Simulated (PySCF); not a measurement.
# C₂H₈ClGeN: NMR shifts at several levels of theory

Aim: compute the NMR shifts of C₂H₈ClGeN (`C[CH2][Ge@H]([NH2])[Cl]`) at several levels, and see how far they spread and what each costs.

Computed with PySCF 2.14.0, with density-fitted response routines of our own, on a single molecule in the gas phase. Atoms are numbered from 0 throughout.

## 1. The starting structure

13 atoms, charge 0, multiplicity 1; geometry from: PBE0-D3(BJ)/def2-SVP.

Bonds of the start (Å): C0–C1 1.52, C1–Ge2 1.94, Ge2–N3 1.82, Ge2–Cl4 2.19, C0–H5 1.10, C0–H6 1.10, C0–H7 1.10, C1–H8 1.10, C1–H9 1.10, Ge2–H10 1.54, N3–H11 1.02, N3–H12 1.02.

## 2. Shielding tensors: HF/pcSseg-1

What the job is given:

```
{"job": {"kind": "nmr", "xc": "HF", "basis": "pcSseg-1", "pop": false}, "charge": 0, "multiplicity": 1}
C      1.745562    -0.392191     0.245695
C      0.778568     0.746591    -0.053298
Ge    -1.064249     0.313365     0.383105
N     -1.626477    -1.060951    -0.671500
Cl    -2.223399     2.139214     0.033792
H      2.775158    -0.130819    -0.044733
H      1.466338    -1.309148    -0.295458
H      1.760655    -0.638658     1.319180
H      0.795016     1.022445    -1.120886
H      1.038074     1.661808     0.502230
H     -1.327621    -0.082803     1.843701
H     -1.541923    -0.889912    -1.670652
H     -2.568456    -1.392723    -0.480760
```

Method: GIAO HF/pcSseg-1 NMR shielding, non-relativistic, gas phase.

The run is started by

```
> OMP_NUM_THREADS=1 python probes_run.py task.json out
```

The driver reads the jobs from task.json and runs them one after another.

Output:

```text
final grid: 101168 points
cycle   1  E = -2669.4089691559  dE = -3.425e-01  |g| = 6.055e-01  |ddm| = 3.072e+00
cycle   2  E = -2669.4688554037  dE = -5.989e-02  |g| = 3.371e-01  |ddm| = 6.478e-01
cycle   3  E = -2669.4813449908  dE = -1.249e-02  |g| = 5.763e-02  |ddm| = 2.214e-01
cycle   4  E = -2669.4822306383  dE = -8.856e-04  |g| = 1.219e-02  |ddm| = 7.357e-02
cycle   5  E = -2669.4822814516  dE = -5.081e-05  |g| = 3.300e-03  |ddm| = 1.828e-02
cycle   6  E = -2669.4822862951  dE = -4.843e-06  |g| = 9.147e-04  |ddm| = 5.552e-03
cycle   7  E = -2669.4822869442  dE = -6.491e-07  |g| = 3.610e-04  |ddm| = 2.277e-03
cycle   8  E = -2669.4822870276  dE = -8.333e-08  |g| = 1.127e-04  |ddm| = 7.649e-04
cycle   9  E = -2669.4822870368  dE = -9.255e-09  |g| = 2.559e-05  |ddm| = 2.935e-04
cycle  10  E = -2669.4822870372  dE = -3.429e-10  |g| = 9.480e-06  |ddm| = 4.866e-05
converged SCF energy = -2669.4822870372

GIAO shielding tensors (ppm)
atom      isotropic    diamagn.    paramagn.     s11        s22        s33       span
  0 C      181.974     244.323     -62.349    176.802    177.297    191.823     15.020
  1 C      180.849     249.003     -68.154    169.825    177.563    195.159     25.334
  2 Ge    1452.333    2754.207   -1301.874   1377.815   1453.673   1525.510    147.694
  3 N      251.106     319.914     -68.808    236.802    253.380    263.136     26.334
  4 Cl     995.480    1148.384    -152.904    914.294   1012.798   1059.347    145.053
  5 H       30.279      28.163       2.116     24.750     27.107     38.981     14.231
  6 H       30.437      29.785       0.652     24.399     30.141     36.771     12.372
  7 H       30.708      29.439       1.269     25.504     28.788     37.832     12.327
  8 H       30.877      31.230      -0.352     25.707     30.085     36.839     11.132
  9 H       30.863      30.504       0.359     24.745     30.204     37.641     12.896
 10 H       26.871      28.289      -1.418     20.228     22.065     38.319     18.091
 11 H       31.360      31.746      -0.386     23.704     27.316     43.060     19.356
 12 H       30.993      29.807       1.187     22.929     26.078     43.973     21.043
```

Run time: 14 s. Hardware: 1 thread of Arm Neoverse N1, shared host; peak memory 0.85 GiB.

Shifts follow as δ = σ(reference) − σ, with reference shieldings (ppm) from runs at the same level and on the same kind of geometry: 1H TMS 31.69, 13C TMS 190.8, 15N NH3 265.7, 73Ge GeMe4 1498, 35Cl HCl 956. The references are single molecules in the gas phase, so shifts against H2O, NH3, PH3, H3PO4 or CFCl3 are not on the usual liquid scales and can be off by tens of ppm. Atoms listed in one row are averaged.

| atoms | environment | σ (ppm) | δ (ppm) |
| --- | --- | --- | --- |
| C1 | sp3 CH2 bonded to Ge | 180.8 | 10.0 |
| C0 | methyl carbon | 182.0 | 8.9 |
| H10 | hydrogen on a germanium bonded to C, Cl, N | 26.87 | 4.82 |
| H5, H6, H7 | hydrogen on a methyl carbon | 30.47 | 1.21 |
| H9 | hydrogen on an sp3 CH2 bonded to Ge | 30.86 | 0.82 |
| H8 | hydrogen on an sp3 CH2 bonded to Ge | 30.88 | 0.81 |
| H11, H12 | hydrogen on a nitrogen bonded to Ge | 31.18 | 0.51 |
| Ge2 | germanium bonded to C, Cl, N, H | 1452 | 46 |
| N3 | nitrogen bonded to Ge, 2 H | 251.1 | 14.6 |
| Cl4 | chlorine bonded to Ge | 995 | -40 |

## 3. Shielding tensors: LDA/pcSseg-1

Same as in step 2 but for these lines:

```diff
@@ -1,2 +1,2 @@
-{"job": {"kind": "nmr", "xc": "HF", "basis": "pcSseg-1", "pop": false}, "charge": 0, "multiplicity": 1}
+{"job": {"kind": "nmr", "xc": "LDA", "basis": "pcSseg-1", "pop": false}, "charge": 0, "multiplicity": 1}
 C      1.745562    -0.392191     0.245695
```

With the program's defaults for keys left out, this is: GIAO LDA/pcSseg-1 NMR shielding, non-relativistic, gas phase.

Output:

```text
coarse grid: 48992 points
cycle   1  E = -2666.7774094251  dE = -4.287e-01  |g| = 1.371e+00  |ddm| = 3.258e+00
cycle   2  E = -2666.3287077124  dE =  4.487e-01  |g| = 2.030e+00  |ddm| = 2.188e+00
cycle   3  E = -2666.9405543962  dE = -6.118e-01  |g| = 3.821e-01  |ddm| = 1.802e+00
cycle   4  E = -2666.9717961513  dE = -3.124e-02  |g| = 1.409e-01  |ddm| = 4.262e-01
cycle   5  E = -2666.9750702382  dE = -3.274e-03  |g| = 4.281e-02  |ddm| = 1.512e-01
cycle   6  E = -2666.9755587728  dE = -4.885e-04  |g| = 8.357e-03  |ddm| = 5.497e-02
cycle   7  E = -2666.9755718632  dE = -1.309e-05  |g| = 3.603e-03  |ddm| = 9.673e-03
cycle   8  E = -2666.9755753258  dE = -3.463e-06  |g| = 6.405e-04  |ddm| = 4.243e-03
final grid: 101168 points
cycle   9  E = -2666.9755184176  dE =  1.170e-07  |g| = 1.033e-03  |ddm| = 2.143e-03
cycle  10  E = -2666.9755177328  dE =  6.848e-07  |g| = 1.935e-03  |ddm| = 3.167e-03
cycle  11  E = -2666.9755187039  dE = -9.711e-07  |g| = 1.042e-04  |ddm| = 2.029e-03
cycle  12  E = -2666.9755187066  dE = -2.690e-09  |g| = 2.619e-05  |ddm| = 1.173e-04
cycle  13  E = -2666.9755187068  dE = -1.692e-10  |g| = 7.134e-06  |ddm| = 3.158e-05
converged SCF energy = -2666.9755187068

GIAO shielding tensors (ppm)
atom      isotropic    diamagn.    paramagn.     s11        s22        s33       span
  0 C      172.674     247.382     -74.709    164.437    167.447    186.137     21.700
  1 C      159.942     251.519     -91.577    141.515    157.802    180.508     38.993
  2 Ge    1142.258    2757.138   -1614.880   1002.251   1186.284   1238.240    235.989
  3 N      224.020     316.323     -92.303    206.132    219.315    246.613     40.481
  4 Cl     840.280    1148.064    -307.784    694.054    840.196    986.592    292.539
  5 H       29.560      27.524       2.036     24.357     26.571     37.753     13.396
  6 H       29.594      29.659      -0.065     23.940     29.347     35.497     11.557
  7 H       29.831      29.120       0.711     24.960     28.067     36.467     11.506
  8 H       29.520      30.639      -1.119     24.699     29.406     34.455      9.756
  9 H       29.532      29.716      -0.184     23.837     29.502     35.257     11.420
 10 H       24.848      27.731      -2.883     18.176     20.345     36.023     17.847
 11 H       30.259      30.723      -0.464     23.662     26.429     40.685     17.023
 12 H       29.809      28.679       1.130     22.660     25.456     41.312     18.652
```

Wall time 29 s (1 thread of Arm Neoverse N1, shared host); peak memory 0.81 GiB.

This run: δ C1 20.8, C0 8.0, Ge2 85, N3 47.9, H10 5.98, H8 1.31 ppm.

## 4. Nuclear shieldings: PBE/pcSseg-1

Same as in step 3 but for these lines:

```diff
@@ -1,2 +1,2 @@
-{"job": {"kind": "nmr", "xc": "LDA", "basis": "pcSseg-1", "pop": false}, "charge": 0, "multiplicity": 1}
+{"job": {"kind": "nmr", "xc": "PBE", "basis": "pcSseg-1", "pop": false}, "charge": 0, "multiplicity": 1}
 C      1.745562    -0.392191     0.245695
```

Level: GIAO PBE/pcSseg-1 NMR shielding, non-relativistic, gas phase.

Output:

```text
coarse grid: 48992 points
cycle   1  E = -2671.9322532238  dE = -4.292e-01  |g| = 1.296e+00  |ddm| = 3.266e+00
cycle   2  E = -2671.5288707751  dE =  4.034e-01  |g| = 1.924e+00  |ddm| = 2.154e+00
cycle   3  E = -2672.0921195806  dE = -5.632e-01  |g| = 3.348e-01  |ddm| = 1.716e+00
cycle   4  E = -2672.1161716830  dE = -2.405e-02  |g| = 1.290e-01  |ddm| = 3.870e-01
cycle   5  E = -2672.1190574460  dE = -2.886e-03  |g| = 3.556e-02  |ddm| = 1.353e-01
cycle   6  E = -2672.1194004169  dE = -3.430e-04  |g| = 6.721e-03  |ddm| = 4.623e-02
cycle   7  E = -2672.1194089762  dE = -8.559e-06  |g| = 2.871e-03  |ddm| = 7.982e-03
final grid: 101168 points
cycle   8  E = -2672.1193607737  dE =  4.774e-06  |g| = 5.167e-03  |ddm| = 8.117e-03
cycle   9  E = -2672.1193442032  dE =  1.657e-05  |g| = 9.524e-03  |ddm| = 1.457e-02
cycle  10  E = -2672.1193678346  dE = -2.363e-05  |g| = 3.269e-04  |ddm| = 9.440e-03
cycle  11  E = -2672.1193678629  dE = -2.829e-08  |g| = 8.451e-05  |ddm| = 4.168e-04
cycle  12  E = -2672.1193678642  dE = -1.325e-09  |g| = 1.149e-05  |ddm| = 7.007e-05
cycle  13  E = -2672.1193678642  dE = -2.456e-11  |g| = 4.867e-06  |ddm| = 1.360e-05
converged SCF energy = -2672.1193678642

GIAO shielding tensors (ppm)
atom      isotropic    diamagn.    paramagn.     s11        s22        s33       span
  0 C      169.756     246.322     -76.566    161.748    164.309    183.210     21.462
  1 C      160.123     250.954     -90.831    143.417    157.346    179.606     36.188
  2 Ge    1193.457    2757.117   -1563.660   1064.816   1232.974   1282.581    217.765
  3 N      224.372     316.415     -92.043    208.720    219.250    245.146     36.426
  4 Cl     863.618    1148.434    -284.816    728.801    859.600   1002.453    273.652
  5 H       29.888      27.775       2.113     24.896     26.985     37.782     12.887
  6 H       29.953      30.069      -0.117     24.494     29.722     35.641     11.147
  7 H       30.181      29.463       0.719     25.509     28.455     36.580     11.071
  8 H       29.979      31.072      -1.093     25.303     29.854     34.781      9.478
  9 H       29.979      30.088      -0.110     24.450     29.959     35.528     11.078
 10 H       25.588      28.411      -2.823     18.973     21.103     36.688     17.715
 11 H       30.786      31.325      -0.539     24.252     27.138     40.966     16.714
 12 H       30.359      29.274       1.085     23.304     26.139     41.634     18.330
```

It took 35 s on 1 thread of Arm Neoverse N1, shared host; peak memory 0.75 GiB.

This run: δ C1 19.9, C0 10.3, Ge2 68, N3 40.7, H10 5.61, H9 1.22 ppm.

## 5. Nuclear shieldings: BLYP/pcSseg-1

Same as in step 4 but for these lines:

```diff
@@ -1,2 +1,2 @@
-{"job": {"kind": "nmr", "xc": "PBE", "basis": "pcSseg-1", "pop": false}, "charge": 0, "multiplicity": 1}
+{"job": {"kind": "nmr", "xc": "BLYP", "basis": "pcSseg-1", "pop": false}, "charge": 0, "multiplicity": 1}
 C      1.745562    -0.392191     0.245695
```

Method: GIAO BLYP/pcSseg-1 NMR shielding, non-relativistic, gas phase.

Output:

```text
coarse grid: 48992 points
cycle   1  E = -2672.5800243514  dE = -4.042e-01  |g| = 1.349e+00  |ddm| = 3.276e+00
cycle   2  E = -2672.0886848166  dE =  4.913e-01  |g| = 2.063e+00  |ddm| = 2.341e+00
cycle   3  E = -2672.7563310790  dE = -6.676e-01  |g| = 3.706e-01  |ddm| = 1.889e+00
cycle   4  E = -2672.7857287330  dE = -2.940e-02  |g| = 1.365e-01  |ddm| = 4.153e-01
cycle   5  E = -2672.7888623832  dE = -3.134e-03  |g| = 3.967e-02  |ddm| = 1.467e-01
cycle   6  E = -2672.7892914442  dE = -4.291e-04  |g| = 7.979e-03  |ddm| = 5.252e-02
cycle   7  E = -2672.7893036656  dE = -1.222e-05  |g| = 3.320e-03  |ddm| = 9.455e-03
cycle   8  E = -2672.7893066399  dE = -2.974e-06  |g| = 6.124e-04  |ddm| = 3.982e-03
final grid: 101168 points
cycle   9  E = -2672.7892476466  dE =  8.655e-08  |g| = 9.879e-04  |ddm| = 2.299e-03
cycle  10  E = -2672.7892470548  dE =  5.918e-07  |g| = 1.820e-03  |ddm| = 2.952e-03
cycle  11  E = -2672.7892479041  dE = -8.493e-07  |g| = 9.156e-05  |ddm| = 1.886e-03
cycle  12  E = -2672.7892479063  dE = -2.161e-09  |g| = 2.722e-05  |ddm| = 1.119e-04
cycle  13  E = -2672.7892479064  dE = -1.683e-10  |g| = 5.747e-06  |ddm| = 3.035e-05
converged SCF energy = -2672.7892479064

GIAO shielding tensors (ppm)
atom      isotropic    diamagn.    paramagn.     s11        s22        s33       span
  0 C      164.169     245.133     -80.964    155.865    158.652    177.991     22.127
  1 C      153.444     250.077     -96.634    136.168    150.339    173.823     37.655
  2 Ge    1171.853    2756.741   -1584.888   1039.528   1211.305   1264.727    225.199
  3 N      219.496     315.637     -96.141    202.550    213.676    242.262     39.713
  4 Cl     851.724    1148.801    -297.077    710.095    843.270   1001.807    291.712
  5 H       30.018      27.769       2.249     25.203     27.241     37.610     12.407
  6 H       30.083      30.303      -0.220     24.833     29.888     35.528     10.695
  7 H       30.314      29.620       0.694     25.841     28.645     36.457     10.616
  8 H       30.140      31.237      -1.097     25.662     30.134     34.623      8.961
  9 H       30.132      30.137      -0.005     24.820     30.243     35.332     10.512
 10 H       25.814      28.861      -3.047     19.215     21.370     36.857     17.642
 11 H       30.967      31.429      -0.462     24.587     27.459     40.856     16.268
 12 H       30.524      29.345       1.179     23.633     26.460     41.479     17.846
```

It took 35 s on 1 thread of Arm Neoverse N1, shared host; peak memory 0.75 GiB.

This run: δ C1 21.9, C0 11.1, Ge2 63, N3 43.1, H10 5.55, H9 1.23 ppm.

## 6. NMR shieldings: BP86/pcSseg-1

Same as in step 5 but for these lines:

```diff
@@ -1,2 +1,2 @@
-{"job": {"kind": "nmr", "xc": "BLYP", "basis": "pcSseg-1", "pop": false}, "charge": 0, "multiplicity": 1}
+{"job": {"kind": "nmr", "xc": "BP86", "basis": "pcSseg-1", "pop": false}, "charge": 0, "multiplicity": 1}
 C      1.745562    -0.392191     0.245695
```

Method: GIAO BP86/pcSseg-1 NMR shielding, non-relativistic, gas phase.

Output:

```text
coarse grid: 48992 points
cycle   1  E = -2672.9357238296  dE = -4.250e-01  |g| = 1.294e+00  |ddm| = 3.262e+00
cycle   2  E = -2672.5358226345  dE =  3.999e-01  |g| = 1.923e+00  |ddm| = 2.116e+00
cycle   3  E = -2673.0948459658  dE = -5.590e-01  |g| = 3.312e-01  |ddm| = 1.691e+00
cycle   4  E = -2673.1183599423  dE = -2.351e-02  |g| = 1.285e-01  |ddm| = 3.800e-01
cycle   5  E = -2673.1212303131  dE = -2.870e-03  |g| = 3.528e-02  |ddm| = 1.333e-01
cycle   6  E = -2673.1215704826  dE = -3.402e-04  |g| = 6.461e-03  |ddm| = 4.594e-02
cycle   7  E = -2673.1215784777  dE = -7.995e-06  |g| = 2.671e-03  |ddm| = 7.468e-03
final grid: 101168 points
cycle   8  E = -2673.1215185845  dE =  4.094e-06  |g| = 4.790e-03  |ddm| = 7.341e-03
cycle   9  E = -2673.1215045448  dE =  1.404e-05  |g| = 8.795e-03  |ddm| = 1.327e-02
cycle  10  E = -2673.1215246427  dE = -2.010e-05  |g| = 3.001e-04  |ddm| = 8.639e-03
cycle  11  E = -2673.1215246666  dE = -2.388e-08  |g| = 7.060e-05  |ddm| = 3.691e-04
cycle  12  E = -2673.1215246675  dE = -9.250e-10  |g| = 6.860e-06  |ddm| = 5.194e-05
converged SCF energy = -2673.1215246675

GIAO shielding tensors (ppm)
atom      isotropic    diamagn.    paramagn.     s11        s22        s33       span
  0 C      169.172     246.740     -77.568    161.207    163.862    182.447     21.240
  1 C      159.464     251.476     -92.012    142.399    156.864    179.128     36.729
  2 Ge    1184.172    2757.261   -1573.090   1053.127   1224.870   1274.519    221.391
  3 N      222.845     317.010     -94.165    207.133    217.850    243.553     36.420
  4 Cl     860.601    1148.564    -287.964    723.610    855.389   1002.803    279.192
  5 H       29.956      27.836       2.121     24.996     27.039     37.833     12.837
  6 H       30.003      30.195      -0.192     24.559     29.777     35.673     11.114
  7 H       30.234      29.568       0.666     25.574     28.515     36.614     11.040
  8 H       30.026      31.196      -1.170     25.368     29.907     34.803      9.434
  9 H       30.031      30.171      -0.140     24.528     30.021     35.545     11.017
 10 H       25.602      28.451      -2.849     18.989     21.125     36.692     17.704
 11 H       30.798      31.387      -0.590     24.291     27.201     40.901     16.611
 12 H       30.382      29.263       1.119     23.365     26.202     41.580     18.215
```

Run time: 33 s. Hardware: 1 thread of Arm Neoverse N1, shared host; peak memory 0.75 GiB.

In short: δ C1 20.3, C0 10.6, Ge2 69, N3 40.3, H10 5.66, H8 1.24 ppm.

## 7. Shielding tensors: OPBE/pcSseg-1

Same as in step 6 but for these lines:

```diff
@@ -1,2 +1,2 @@
-{"job": {"kind": "nmr", "xc": "BP86", "basis": "pcSseg-1", "pop": false}, "charge": 0, "multiplicity": 1}
+{"job": {"kind": "nmr", "xc": "OPBE", "basis": "pcSseg-1", "pop": false}, "charge": 0, "multiplicity": 1}
 C      1.745562    -0.392191     0.245695
```

Level: GIAO OPBE/pcSseg-1 NMR shielding, non-relativistic, gas phase.

Output:

```text
coarse grid: 48992 points
cycle   1  E = -2673.1680040620  dE = -4.887e-01  |g| = 1.047e+00  |ddm| = 3.256e+00
cycle   2  E = -2672.9173943072  dE =  2.506e-01  |g| = 1.509e+00  |ddm| = 1.839e+00
cycle   3  E = -2673.2943736195  dE = -3.770e-01  |g| = 2.327e-01  |ddm| = 1.356e+00
cycle   4  E = -2673.3055226495  dE = -1.115e-02  |g| = 1.080e-01  |ddm| = 3.038e-01
cycle   5  E = -2673.3078939331  dE = -2.371e-03  |g| = 2.330e-02  |ddm| = 1.100e-01
cycle   6  E = -2673.3080367239  dE = -1.428e-04  |g| = 4.222e-03  |ddm| = 2.958e-02
cycle   7  E = -2673.3080400862  dE = -3.362e-06  |g| = 1.642e-03  |ddm| = 5.328e-03
final grid: 101168 points
cycle   8  E = -2673.3080184615  dE =  1.025e-06  |g| = 2.609e-03  |ddm| = 4.725e-03
cycle   9  E = -2673.3080150959  dE =  3.366e-06  |g| = 4.417e-03  |ddm| = 7.227e-03
cycle  10  E = -2673.3080203130  dE = -5.217e-06  |g| = 2.409e-04  |ddm| = 4.525e-03
cycle  11  E = -2673.3080203243  dE = -1.130e-08  |g| = 3.436e-05  |ddm| = 2.212e-04
cycle  12  E = -2673.3080203246  dE = -2.951e-10  |g| = 9.264e-06  |ddm| = 3.662e-05
converged SCF energy = -2673.3080203246

GIAO shielding tensors (ppm)
atom      isotropic    diamagn.    paramagn.     s11        s22        s33       span
  0 C      174.480     247.009     -72.529    166.891    169.029    187.521     20.631
  1 C      167.572     251.686     -84.114    152.595    164.787    185.333     32.738
  2 Ge    1232.064    2758.590   -1526.526   1117.919   1263.930   1314.345    196.426
  3 N      230.094     317.719     -87.624    216.433    225.622    248.227     31.794
  4 Cl     892.167    1148.891    -256.723    771.490    884.286   1020.726    249.236
  5 H       29.943      27.917       2.026     24.904     26.950     37.976     13.072
  6 H       30.003      30.011      -0.008     24.448     29.729     35.832     11.385
  7 H       30.240      29.464       0.776     25.481     28.463     36.775     11.293
  8 H       30.046      31.141      -1.096     25.217     29.765     35.156      9.939
  9 H       30.047      30.225      -0.178     24.376     29.881     35.884     11.509
 10 H       25.809      28.219      -2.410     19.269     21.288     36.871     17.602
 11 H       30.834      31.564      -0.730     24.149     27.155     41.198     17.049
 12 H       30.457      29.538       0.919     23.284     26.130     41.957     18.672
```

Run time: 33 s. Hardware: 1 thread of Arm Neoverse N1, shared host; peak memory 0.75 GiB.

Key values: δ C1 17.6, C0 10.7, Ge2 59, N3 34.0, H10 5.42, H8 1.18 ppm.

## 8. NMR shieldings: KT2/pcSseg-1

Same as in step 7 but for these lines:

```diff
@@ -1,2 +1,2 @@
-{"job": {"kind": "nmr", "xc": "OPBE", "basis": "pcSseg-1", "pop": false}, "charge": 0, "multiplicity": 1}
+{"job": {"kind": "nmr", "xc": "KT2", "basis": "pcSseg-1", "pop": false}, "charge": 0, "multiplicity": 1}
 C      1.745562    -0.392191     0.245695
```

Method: GIAO KT2/pcSseg-1 NMR shielding, non-relativistic, gas phase.

Output:

```text
coarse grid: 48992 points
cycle   1  E = -2686.8677035244  dE = -4.266e-01  |g| = 8.880e-01  |ddm| = 3.204e+00
cycle   2  E = -2686.5975674297  dE =  2.701e-01  |g| = 1.400e+00  |ddm| = 1.828e+00
cycle   3  E = -2686.9873970119  dE = -3.898e-01  |g| = 2.163e-01  |ddm| = 1.373e+00
cycle   4  E = -2686.9974348846  dE = -1.004e-02  |g| = 9.743e-02  |ddm| = 3.064e-01
cycle   5  E = -2686.9995341350  dE = -2.099e-03  |g| = 2.232e-02  |ddm| = 1.065e-01
cycle   6  E = -2686.9996640352  dE = -1.299e-04  |g| = 4.506e-03  |ddm| = 2.928e-02
cycle   7  E = -2686.9996680593  dE = -4.024e-06  |g| = 1.476e-03  |ddm| = 5.782e-03
final grid: 101168 points
cycle   8  E = -2686.9996296176  dE =  8.330e-07  |g| = 2.310e-03  |ddm| = 4.366e-03
cycle   9  E = -2686.9996268220  dE =  2.796e-06  |g| = 3.899e-03  |ddm| = 6.915e-03
cycle  10  E = -2686.9996310950  dE = -4.273e-06  |g| = 3.447e-04  |ddm| = 4.452e-03
cycle  11  E = -2686.9996311150  dE = -2.006e-08  |g| = 5.517e-05  |ddm| = 2.969e-04
cycle  12  E = -2686.9996311157  dE = -6.239e-10  |g| = 9.618e-06  |ddm| = 4.890e-05
converged SCF energy = -2686.9996311157

GIAO shielding tensors (ppm)
atom      isotropic    diamagn.    paramagn.     s11        s22        s33       span
  0 C      172.375     247.361     -74.986    164.339    166.724    186.062     21.723
  1 C      163.752     252.246     -88.494    147.061    161.017    183.177     36.117
  2 Ge    1261.840    2761.722   -1499.882   1138.783   1302.189   1344.546    205.763
  3 N      226.008     317.471     -91.463    210.705    221.988    245.330     34.624
  4 Cl     871.224    1150.468    -279.243    737.634    871.714   1004.326    266.691
  5 H       29.842      27.780       2.062     24.837     26.922     37.766     12.929
  6 H       29.930      30.302      -0.373     24.458     29.692     35.638     11.180
  7 H       30.143      29.619       0.525     25.462     28.424     36.544     11.082
  8 H       29.948      31.254      -1.306     25.289     29.772     34.784      9.495
  9 H       29.963      30.232      -0.270     24.443     29.888     35.557     11.113
 10 H       25.600      28.477      -2.877     19.063     21.155     36.582     17.519
 11 H       30.715      31.393      -0.677     24.187     27.070     40.889     16.702
 12 H       30.291      29.276       1.015     23.228     26.085     41.559     18.332
```

Wall time 33 s (1 thread of Arm Neoverse N1, shared host); peak memory 0.75 GiB.

This run: δ C1 19.5, C0 10.8, Ge2 62, N3 38.3, H10 5.58, H8 1.23 ppm.

(Part 1 of 2 ends here.)
